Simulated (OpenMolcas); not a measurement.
# Au³⁺ among point charges: CASSCF and CASPT2 levels and susceptibility

Aim: the splitting of the states of Au³⁺ in the field of 4 point charges, its lowest levels with spin-orbit coupling and its magnetic susceptibility.

Program: OpenMolcas 26.06. Level of theory: state-averaged CASSCF and CASPT2, spin-orbit coupling by RASSI with atomic mean-field integrals. These are calculated values, not measurements, unless marked.

## Step 1: The system

```
Species                           : Au³⁺ (gold, Z = 79, 76 electrons)
Basis                             : ANO-RCC-VTZP [8s7p5d3f1g], 84 functions
Scalar Hamiltonian                : DKH2, point nucleus
Inactive shells                   : 1s 2s 2p 3s 3p 3d 4s 4p 4d 4f 5s 5p
Active space                      : 8 electrons in 5 orbitals (5d)
Some configurations of this space : 5d⁸
Orbitals                          : optimised for each spin and parity, averaged over all roots
```

Outer shells as boxes (Hund's rule):

5d8
```
5d [↑↓][↑↓][↑↓][↑ ][↑ ]
```

The ion sits among 4 point charges of -1.5 e arranged as a tetrahedron (Td), 1.91 Å from the ion.

Each step is its own input file, run in one work folder so that later steps find the files of earlier ones. Labels, J, g values, rates, χT and fits are worked out afterwards by a script from the matrices that RASSI stores.

## Step 2: GATEWAY and SEWARD: basis and integrals

Input file a.inp:

```
&GATEWAY
Coord
1

Au 0.0 0.0 0.0
Basis=ANO-RCC-VTZP
Group=NoSym
NoMove
AngMom=0.0 0.0 0.0
AMFI
XField
4 Angstrom 0
1.102739 1.102739 1.102739 -1.500000
1.102739 -1.102739 -1.102739 -1.500000
-1.102739 1.102739 -1.102739 -1.500000
-1.102739 -1.102739 1.102739 -1.500000
&SEWARD
```

Launch:

```console
> OMP_NUM_THREADS=1 MOLCAS_MEM=1689 MOLCAS_PROJECT=a pymolcas a.inp > a.log
```

## Step 3: CASSCF: triplets, 10 roots

Input file a.inp:

```
&RASSCF
FileOrb=start.orb
Symmetry=1
Spin=3
nActEl=8 0 0
Inactive=34
Ras2=5
CIRoot=10 10 1
SDav=10
CIMx=300
Iter=120 100
PrWF=0.3
OrbListing=Nothing
MaxOrb=0
>>> COPY $Project.JobIph JOB001
```

start.orb holds the contracted functions of the basis, ordered by shell, or the orbitals of the step before.

## Step 4: Reference wave functions, singlets, 15 roots

Input file a.inp:

```
&RASSCF
FileOrb=start.orb
Symmetry=1
Spin=1
nActEl=8 0 0
Inactive=34
Ras2=5
CIRoot=15 15 1
SDav=15
CIMx=300
Iter=120 100
PrWF=0.3
OrbListing=Nothing
MaxOrb=0
>>> COPY $Project.JobIph JOB002
```

## Step 5: RASSI: spin-orbit coupling between the states

Input file a.inp:

```
&RASSI
NrOfJobIphs=2 10 15
1 2 3 4 5 6 7 8 9 10
1 2 3 4 5 6 7 8 9 10 11 12 13 14 15
IphNames
JOB001
JOB002
EJob
SpinOrbit
DIPRint=1.0
SOCoupling=1000.0
Subsets=2
Property=9
'ANGMOM' 1 'ANGMOM' 2 'ANGMOM' 3 'MLTPL  1' 1 'MLTPL  1' 2 'MLTPL  1' 3
'AMFI' 1 'AMFI' 2 'AMFI' 3
SOProperty=3
'ANGMOM' 1 'ANGMOM' 2 'ANGMOM' 3
```

## Step 6: CASPT2: IPEA 0.25, imaginary shift 0.1 (closed shells correlated: 4f 5s 5p)

Input file a.inp:

```
>>> COPY JOB001 $Project.JobIph
&CASPT2
Multistate=10 1 2 3 4 5 6 7 8 9 10
NoMult
Frozen=23
IPEA=0.25
Imaginary=0.1
MaxIter=60
WThr=0.0 0.3 0.05
PrWF=0.5
NoMix
>>> COPY JOB002 $Project.JobIph
&CASPT2
Multistate=15 1 2 3 4 5 6 7 8 9 10 11 12 13 14 15
NoMult
Frozen=23
IPEA=0.25
Imaginary=0.1
MaxIter=60
WThr=0.0 0.3 0.05
PrWF=0.5
NoMix
```

(Steps that only read results are left out.)

Q: Predict the outcome of this session. Wanted: spin-free ground state; first state of the same spin within the active space; lowest level; next level.

**Answer**, as computed:

| quantity | value |
| --- | --- |
| method | SS-CASPT2, IPEA 0.25, imaginary shift 0.1 (closed shells correlated: 4f 5s 5p) |
| spin-free ground state | 3T1, 3-fold in its orbital part |
| first state of the same spin within the active space | 3T2 at 2520 cm⁻¹ |
| lowest level | 1-fold A1 |
| next level | 806.5 cm⁻¹ |
| χT at 300 K | 1.93 cm³ K/mol |
| effective moment at 300 K | 3.93 μB |

Cost by method:

| method | time of its own steps | time with the reference |
| --- | --- | --- |
| A. CASSCF | 9.4 s | 9.4 s |
| B. SS-CASPT2, IPEA 0.25, imaginary shift 0.1, +4f 5s 5p | 19 s | 28 s |

Times are of one thread on a shared host.

**Reading.** The spin-free ground state (3T1) comes to 99 % from free-ion F terms and keeps the highest spin of the shell. χT at 300 K is 1.93, against 1.00 cm³ K/mol for the spin alone, so orbital moment adds to it. A ligand-field fit to the states below 45000 cm-1 gives 10Dq = -3337 cm-1, B = 675 cm-1 and C = 3492 cm-1 (C/B = 5.18), with a deviation of 400 cm-1. CASPT2 does not keep the components of a term degenerate, and the means are used. The field of point charges can differ much from that of real complexes. This is an electrostatic model: the charges have no orbitals.
